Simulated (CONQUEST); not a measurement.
# PtRh in CONQUEST: density of states with BLYP

Aim: the density of states of PtRh with BLYP.

Everything below comes from runs of CONQUEST 1.3. Logs are shortened: lines on timing, memory, paths and dates and some standing lists are left out, and cuts for length are marked.

## Step 1: The cell of the first run

The cell holds a slab with vacuum, 12 atoms: a = 2.741 Å, b = 4.747 Å, c = 26.191 Å, α = 90.00°, β = 90.00°, γ = 90.00°.

## Step 2: Density of states, BLYP (the (0 0 1) slab of PtRh, cut from the database cell, not relaxed)

Contents of Conquest_input:

```
IO.Title PtRh
IO.Coordinates coords.dat
IO.FractionalAtomicCoords F
IO.Iprint 2
IO.Iprint_init 1
General.NumberOfSpecies 2
General.PseudopotentialType hamann
General.FunctionalType -106131
General.DifferentFunctional T
AtomMove.TypeOfRun static
AtomMove.FullStress T
Grid.GridCutoff 80
DM.SolutionMethod diagon
Diag.MPMesh T
Diag.GammaCentred T
Diag.MPMeshX 6
Diag.MPMeshY 4
Diag.MPMeshZ 1
Diag.kT 0.00367493
minE.SCTolerance 1e-6
Diag.SmearingType 1
Diag.MPOrder 1
SC.MaxIters 100
IO.AtomChargeOutput T
SC.KerkerPreCondition T
SC.KerkerFactor 0.3
SC.LinearMixingFactor 0.3
SC.LateStageReset 10
General.NeutralAtom F
IO.writeDOS T
IO.write_proj_DOS T
%block ChemicalSpeciesLabel
1 102.910 Rh
2 195.080 Pt
%endblock
```

Contents of coords.dat:

```
    5.1788347222     0.0000000000     0.0000000000
    0.0000000000     8.9700048626     0.0000000000
    0.0000000000     0.0000000000    49.4930611360
12
  0.0000000000   5.9800032448  35.3201152059 1 T T T
  2.5894173611   1.4950008134  35.3201152059 1 T T T
  0.0000000000   2.9900016179  31.0906813607 2 T T T
  2.5894173611   7.4750040492  31.0906813607 2 T T T
  0.0000000000   0.0000000000  26.8612475154 1 T T T
  2.5894173611   4.4850024313  26.8612475154 1 T T T
  0.0000000000   5.9800032448  22.6318136206 2 T T T
  2.5894173611   1.4950008134  22.6318136206 2 T T T
  0.0000000000   2.9900016179  18.4023797753 1 T T T
  2.5894173611   7.4750040492  18.4023797753 1 T T T
  0.0000000000   0.0000000000  14.1729459301 2 T T T
  2.5894173611   4.4850024313  14.1729459301 2 T T T
```

Contents of Conquest_input (lines added for PostProcessCQ):

```
Process.Job pdos
Process.min_DOS_E -1.2756
Process.max_DOS_E -0.4756
Process.sigma_DOS 0.003
Process.n_DOS 301
Process.pDOS_l_resolved T
```

Potentials or basis: PseudoDojo NC PBE, SZP, grid cutoff 80 Ha.

Command:

```console
> Conquest
> PostProcessCQ   # after the lines are added to Conquest_input
```

Log:

```text
Simulation cell dimensions:     5.1788 a0 x     8.9700 a0 x    49.4931 a0

      Atomic coordinates (a0)
         Atom         X         Y         Z  Species
            1    0.0000    5.9800   35.3201        1
            2    2.5894    1.4950   35.3201        1
            3    0.0000    2.9900   31.0907        2
            4    2.5894    7.4750   31.0907        2
            5    0.0000    0.0000   26.8612        1
            6    2.5894    4.4850   26.8612        1
            7    0.0000    5.9800   22.6318        2
            8    2.5894    1.4950   22.6318        2
            9    0.0000    2.9900   18.4024        1
           10    2.5894    7.4750   18.4024        1
           11    0.0000    0.0000   14.1729        2
           12    2.5894    4.4850   14.1729        2

         Monkhorst-Pack mesh:   6 x   4 x   1 gamma-centred
        This calculation includes non-local pseudopotentials,
         with a maximum core radius of      7.75131872

    Job title: PtRh
    Job to be run: static calculation

    Ground state search:
      Support functions represented with PAO basis
      1:1 PAO to SF mapping
      Non-spin-polarised electrons
      Solving for the K matrix using diagonalisation
      Using order  1 Methfessel-Paxton smearing

    Integration grid size:     24 x   40 x  200

    Integration grid spacing:  0.216 a0 x 0.224 a0 x 0.247 a0

    Number of species:  2
    --------------------------------------------------------
    |   #  mass (au)  Charge (e)  SF Rad (a0)  NSF  Label  |
    --------------------------------------------------------
    |   1    102.910      17.000        8.166   13  Rh     |
    |   2    195.080      18.000        7.671   13  Pt     |
    --------------------------------------------------------
          SCF tolerance:                 0.00000100
          SCF iterations:               100

    LibXC version:  6. 2. 2
    Using the GGA functional Becke 88
    Using the GGA functional Lee, Yang & Parr

           radial cut-off to be used is taken to be max PAO cut-off radius for this species:    7.751319

           greatest ang. mom. for making density from PAOs:  2

           radial cut-off to be used is taken to be max PAO cut-off radius for this species:    7.292804

           greatest ang. mom. for making density from PAOs:  2
    Minimum blocs/proc is     3000. Maximum blocs/proc is     3000

         edge lengths of orthorhombic supercell:    5.178835    8.970005   49.493061 a.u.

         set_ewald: cartesian components of real-cell primitive translations vectors:

         vector no:  1:    5.178835    0.000000    0.000000
         vector no:  2:    0.000000    8.970005    0.000000
         vector no:  3:    0.000000    0.000000   49.493061

         volume of real-space cell:        2299.159207

         const_zeta_0:  0.142859067326E+01 const_zeta_1:  0.285718134653E+01
         const_phi_0:  0.528662044838E+01 const_phi_1:  0.533832013929E+01
         total charge:  0.210000000000E+03 mean-square charge:  0.306500000000E+03
         mean number density:  0.521929928381E-02 mean interparticle distance:  0.357629275846E+01

         cartesian components of reciprocal-space primitive vectors:

         basis vector no:  1:    1.213243    0.000000    0.000000
         basis vector no:  2:    0.000000    0.700466    0.000000
         basis vector no:  3:    0.000000    0.000000    0.126951

         radius of sphere inscribed in real-space cell:    2.589417

         no. of atoms in cell:   12

         lower bound on inter-particle separation:    2.589417

         run_mode:  0
 Ewald gamma:  0.408888071538E-01
 Ewald real_space cutoff distance:  0.261487847528E+02
 Ewald recip-space cutoff wavevector:  0.215873707573E+01

         set_ewald: Ewald Gaussian self-energy: -0.419603410172E+03 Ewald net-charge energy: -0.736859997256E+03

         integer limits for recip-space covering set:    1    3   17

         nos of partitions in cell edges:    1    1    8

         partition cell vectors:

         partition cell vector no:    1       5.178835    0.000000    0.000000
         partition cell vector no:    2       0.000000    8.970005    0.000000
         partition cell vector no:    3       0.000000    0.000000    6.186633

         diameter of sphere circumscribed round partition cell:   12.064648

        +++ ng_cover:      1638
        +++ ncoverx, y, z:      13       7      18
        +++ nspanlx, y, z:       6       3       5
        +++ nx_origin, y, z:       1       1       1
    set_atom_dens: In set_atomic_density, electrons :     210.000000000000
 matrix_size & matrix_size_padH =          156         156

         ++++++ Ewald real-space energy:  0.637300705028E+03

         Ewald total energy:  0.486263491923E+04
    new_SC_potl: Starting.  Tolerance:  0.10000E-05

    PulayMixSC: Starting Pulay mixing, A_up =  0.300 A_dn =  0.300
    PulayMixSC: Spin non-polarised calculation.
    PulayMixSC: with Kerker preconditioning, q0 =  0.300
          Proc:     0 findFermi_fixspin: Warning! the calculated number of electrons (   107.58586) > electron_number (for spin  1 ) - 1.0. May be you should increase the value of Diag.NElecLess (at the moment =     10.00000)
          Harris-Foulkes Energy            :     -1485.140726393732166 Ha
          GroundState Energy (kT --> 0)    :     -1485.141007875655305 Ha
          Free Energy (E-TS)               :     -1485.141148616616647 Ha
          DFT Total Energy                 :     -1483.152148478174240 Ha
          Total number of electrons        :       209.999999999990479
    PulayMixSC: Pulay iteration     1 residual:              0.15758E-02
          Proc:     0 findFermi_fixspin: Warning! the calculated number of electrons (   107.06751) > electron_number (for spin  1 ) - 1.0. May be you should increase the value of Diag.NElecLess (at the moment =     10.00000)
          Harris-Foulkes Energy            :     -1485.064619920242421 Ha
          GroundState Energy (kT --> 0)    :     -1485.064576573106251 Ha
          Free Energy (E-TS)               :     -1485.064554899538280 Ha
          DFT Total Energy                 :     -1484.817900311772974 Ha
          Total number of electrons        :       210.000049037376584
    PulayMixSC: Pulay iteration     2 residual:              0.10101E-02
          Proc:     0 findFermi_fixspin: Warning! the calculated number of electrons (   107.54344) > electron_number (for spin  1 ) - 1.0. May be you should increase the value of Diag.NElecLess (at the moment =     10.00000)
          Harris-Foulkes Energy            :     -1485.027011091048280 Ha
          GroundState Energy (kT --> 0)    :     -1485.027096174812186 Ha
[... 44 lines left out ...]
          Total number of electrons        :       210.000158607100531
    PulayMixSC: Pulay iteration     9 residual:              0.28913E-04
          Proc:     0 findFermi_fixspin: Warning! the calculated number of electrons (   105.87093) > electron_number (for spin  1 ) - 1.0. May be you should increase the value of Diag.NElecLess (at the moment =     10.00000)
          Harris-Foulkes Energy            :     -1484.985790999903202 Ha
          GroundState Energy (kT --> 0)    :     -1484.986032735395611 Ha
          Free Energy (E-TS)               :     -1484.986153603141929 Ha
          DFT Total Energy                 :     -1484.984823237989076 Ha
          Total number of electrons        :       210.000158733766625
    PulayMixSC: Pulay iteration    10 residual:              0.21150E-04
          Proc:     0 findFermi_fixspin: Warning! the calculated number of electrons (   105.86007) > electron_number (for spin  1 ) - 1.0. May be you should increase the value of Diag.NElecLess (at the moment =     10.00000)
          Harris-Foulkes Energy            :     -1484.985736880974855 Ha
          GroundState Energy (kT --> 0)    :     -1484.985976291795623 Ha
          Free Energy (E-TS)               :     -1484.986095997206121 Ha
          DFT Total Energy                 :     -1484.984908308561899 Ha
          Total number of electrons        :       210.000158519941721
[... 31 further cycles ...]
    PulayMixSC: Pulay iteration    42 residual:              0.17293E-05
          Proc:     0 findFermi_fixspin: Warning! the calculated number of electrons (   105.79496) > electron_number (for spin  1 ) - 1.0. May be you should increase the value of Diag.NElecLess (at the moment =     10.00000)
          Harris-Foulkes Energy            :     -1484.985898122820345 Ha
          GroundState Energy (kT --> 0)    :     -1484.986130404209462 Ha
          Free Energy (E-TS)               :     -1484.986246544903906 Ha
          DFT Total Energy                 :     -1484.985899937874819 Ha
          Total number of electrons        :       210.000159756988751
    PulayMixSC: Pulay iteration    43 residual:              0.15921E-05
          Proc:     0 findFermi_fixspin: Warning! the calculated number of electrons (   105.79453) > electron_number (for spin  1 ) - 1.0. May be you should increase the value of Diag.NElecLess (at the moment =     10.00000)
          Harris-Foulkes Energy            :     -1484.985933977287004 Ha
          GroundState Energy (kT --> 0)    :     -1484.986165899410707 Ha
          Free Energy (E-TS)               :     -1484.986281860472673 Ha
          DFT Total Energy                 :     -1484.985900621278233 Ha
          Total number of electrons        :       210.000160405988481
    PulayMixSC: Pulay iteration    44 residual:              0.13755E-05
          Proc:     0 findFermi_fixspin: Warning! the calculated number of electrons (   105.79357) > electron_number (for spin  1 ) - 1.0. May be you should increase the value of Diag.NElecLess (at the moment =     10.00000)
          Harris-Foulkes Energy            :     -1484.985920111229916 Ha
[... 32 lines left out ...]
    PulayMixSC: Pulay iteration    49 residual:              0.10234E-05
          Proc:     0 findFermi_fixspin: Warning! the calculated number of electrons (   105.79362) > electron_number (for spin  1 ) - 1.0. May be you should increase the value of Diag.NElecLess (at the moment =     10.00000)
          Harris-Foulkes Energy            :     -1484.985878618439983 Ha
          GroundState Energy (kT --> 0)    :     -1484.986110597847983 Ha
          Free Energy (E-TS)               :     -1484.986226587551982 Ha
          DFT Total Energy                 :     -1484.985903226965092 Ha
          Total number of electrons        :       210.000160179690056
    PulayMixSC: Pulay iteration    50 residual:              0.10007E-05
          Proc:     0 findFermi_fixspin: Warning! the calculated number of electrons (   105.79381) > electron_number (for spin  1 ) - 1.0. May be you should increase the value of Diag.NElecLess (at the moment =     10.00000)
          Harris-Foulkes Energy            :     -1484.985880449408342 Ha
          GroundState Energy (kT --> 0)    :     -1484.986112444541959 Ha
          Free Energy (E-TS)               :     -1484.986228442108768 Ha
          DFT Total Energy                 :     -1484.985904404664325 Ha
          Total number of electrons        :       210.000159556385086
    PulayMixSC: Pulay iteration    51 residual:              0.97243E-06
    PulayMixSC: Reached SCF tolerance of  0.97243E-06 after     51 iterations
      | Number of electrons      =       210.000160
      |* band energy as 2Tr[K.H] =      -395.915647659027400 Ha
      |  ion-ion energy          =      4862.634919229024490 Ha
      |  Ha correction           =     -6137.198534700958589 Ha
      |  XC correction           =       -61.095211497507520 Ha
      | GS Energy with kT -> 0   =     -1484.986112444541959 Ha
      | Free Energy as E-TS      =     -1484.986228442108768 Ha
      |* Harris-Foulkes energy   =     -1484.985880449408342 Ha
      |* DFT total energy        =     -1484.985904404664325 Ha
      |  estimated accuracy      =         0.000023955255983 Ha
          Proc:     0 findFermi_fixspin: Warning! the calculated number of electrons (   105.79381) > electron_number (for spin  1 ) - 1.0. May be you should increase the value of Diag.NElecLess (at the moment =     10.00000)
    get_E_and_F: Change in energy during last step of electronic optimisation: -0.18310E-05

    BIBLIOGRAPHY: Please consider citing the following references in the conquest.bib file

    CONQUEST:         Bowler2002pt, Miyazaki2004, Nakata2020
    Basis:            Bowler2019
    DM:               Bowler:2006xr
    Pseudopotentials: Hamann2013, Bowler2019
    XC references from LibXC:
      C. Lee, W. Yang, and R. G. Parr.,  Phys. Rev. B 37, 785 (1988)

    Warnings written to file Conquest_warnings; please check
```

It took 10 min on 1 thread of AMD EPYC (Zen 3), shared host; peak memory 0.91 GiB.

What came out:

* Free energy: -40408.5338 eV
* Band gap on the k mesh: none (metal or under the smearing width)
* Mulliken charges: Rh +0.02, +0.09, +0.13; Pt -0.06, -0.09 e

States per cell in windows of 1 eV (zero at the Fermi level; states under -8 eV left out):
```csv
from (eV),total,Pt_d,Rh_d,Pt_p,Rh_p,Pt_s,Rh_s
-8.0,1.59,0.28,0.08,0.04,0.02,1.01,0.19
-7.0,6.69,3.50,0.99,0.19,0.02,1.56,0.44
-6.0,16.42,9.32,4.46,0.37,0.21,0.83,1.22
-5.0,13.60,7.68,4.58,0.44,0.31,0.23,0.36
-4.0,20.61,10.32,8.48,0.66,0.43,0.38,0.34
-3.0,18.44,7.74,9.05,0.66,0.46,0.29,0.25
-2.0,16.72,6.43,8.82,0.52,0.48,0.19,0.29
-1.0,20.14,7.14,11.82,0.31,0.40,0.21,0.25
0.0,12.99,4.24,7.73,0.32,0.30,0.20,0.21
1.0,2.80,0.57,0.86,0.41,0.41,0.25,0.30
2.0,3.78,0.67,0.75,0.82,0.75,0.42,0.37
3.0,3.80,0.50,0.53,0.94,1.15,0.39,0.29
4.0,2.79,0.28,0.31,0.77,0.88,0.27,0.28
5.0,2.09,0.13,0.19,0.51,0.75,0.38,0.12
6.0,2.75,0.18,0.19,0.92,0.89,0.42,0.16
7.0,2.92,0.16,0.16,0.82,0.58,0.84,0.36
```

Caveat: the k mesh is coarse (spacing up to 0.38 Å⁻¹), so the values aren't converged; the atomic basis is small; Mulliken charges move with the basis; the basis of atomic orbitals isn't converged, which shifts pressures, moduli and gaps.
